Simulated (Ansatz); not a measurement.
**(Br2Al-mu-H)3 (Al₃H₃Br₆): the relaxed shape and its frontier levels**

Aim: characterise (Br2Al-mu-H)3 (Al₃H₃Br₆) as a singlet: its structure, frontier levels and distribution of charge.

The runs use Ansatz 0.2.0, Gaussian basis; RKS PBE0-D4/def2-TZVP.

Plan: relaxation at PBE-D4/def2-SVP; a single point at PBE0-D4/def2-TZVP.

5 further runs of the same task are left out: 3 that didn't finish, 2 set aside as unsound or not needed.

### 1 Starting geometry

12 atoms, charge 0, spin multiplicity 1.

Atoms are counted from 1 here; the program's logs count them from 0.

Bond lengths: Al1–Br2 2.229 Å, Al1–Br3 2.231 Å, Al1–H4 1.767 Å, Al1–H12 1.758 Å, H4–Al5 1.771 Å, Al5–Br6 2.228 Å, Al5–Br7 2.237 Å, Al5–H8 1.740 Å, H8–Al9 1.717 Å, Al9–Br10 2.237 Å, Al9–Br11 2.224 Å, Al9–H12 1.748 Å. Angles: Br2–Al1–Br3 125.9°, Br2–Al1–H4 110.7°, Br2–Al1–H12 109.2°, Br3–Al1–H4 110.5°, Br3–Al1–H12 107.6°, H4–Al1–H12 85.3°, Al1–H4–Al5 135.1°, H4–Al5–Br6 106.1°, H4–Al5–Br7 104.1°, H4–Al5–H8 104.0°, Br6–Al5–Br7 132.7°, Br6–Al5–H8 106.9°, Br7–Al5–H8 100.1°, Al5–H8–Al9 121.4°, H8–Al9–Br10 100.8°, H8–Al9–Br11 108.1°, H8–Al9–H12 96.4°, Br10–Al9–Br11 134.2° and more.

As a file:

```
Al   -1.4254    0.8007    0.9820
Br   -1.2763    2.9689    1.4763
Br   -3.1674   -0.5238    1.4156
H     0.0905   -0.0289    1.3506
Al    1.6953   -0.0974    0.6054
Br    2.6985   -1.8914    1.4657
Br    2.3072    2.0473    0.4334
H     1.3672   -0.4544   -1.0652
Al   -0.2339   -0.7236   -1.6253
Br   -0.7089   -2.6621   -0.6155
Br   -0.3664    0.0065   -3.7214
H    -0.9804    0.5583   -0.7013
```

The start is a GFN2-xTB geometry.

### 2 Relaxation at PBE-D4/def2-SVP

Input file in.yaml:

```yaml
crystal:
  periodic: [false, false, false]
  atoms:
    - {symbol: Al, position_ang: [-1.425430, 0.800710, 0.981960]}
    - {symbol: Br, position_ang: [-1.276320, 2.968910, 1.476330]}
    - {symbol: Br, position_ang: [-3.167360, -0.523790, 1.415560]}
    - {symbol: H, position_ang: [0.090500, -0.028920, 1.350570]}
    - {symbol: Al, position_ang: [1.695350, -0.097410, 0.605350]}
    - {symbol: Br, position_ang: [2.698460, -1.891440, 1.465680]}
    - {symbol: Br, position_ang: [2.307240, 2.047340, 0.433420]}
    - {symbol: H, position_ang: [1.367150, -0.454420, -1.065240]}
    - {symbol: Al, position_ang: [-0.233930, -0.723630, -1.625320]}
    - {symbol: Br, position_ang: [-0.708900, -2.662130, -0.615530]}
    - {symbol: Br, position_ang: [-0.366360, 0.006510, -3.721450]}
    - {symbol: H, position_ang: [-0.980380, 0.558270, -0.701330]}
basis:
  gaussian: {orbitals: def2-SVP}
hamiltonian: {xc: pbe, dispersion: d4}
scf: {lower_state_search: "off"}
output: {orbitals: {seedname: orbitals}}
relax: {f_tol: 0.03, max_steps: 70}
```

On the command line:

```sh
$ ansatz run in.yaml --threads 4 --pin off --events-out ev --progress --plain --max-ram 6963MiB
```

The runs that follow: Single point, PBE0-D4/def2-TZVP.

Q: Predict the results of all the runs planned. Wanted: point group; commonest bond, hydrogen aside; HOMO, LUMO at PBE0-D4/def2-TZVP; dipole at PBE-D4/def2-SVP.

As calculated:

| quantity | value |
| --- | --- |
| point group | Cs |
| commonest bond, hydrogen aside | Al–Br, 6 of mean length 2.252 Å |
| HOMO, LUMO at PBE0-D4/def2-TZVP | -8.72, -2.06 eV |
| dipole at PBE-D4/def2-SVP | 0.37 D |

What this shows: The molecule keeps its bonding pattern by the stored test; the atoms moved 0.30 Å (rms). No usable vibrations, so a minimum isn't proven. The HOMO lies nearest to Br2, Br7 about 29 % each; Br3 18 % and the LUMO to Al9 19 %; H8, H12 about 12 % each. The point group is read from a loosely relaxed geometry; soft torsions can leave it below the true symmetry.
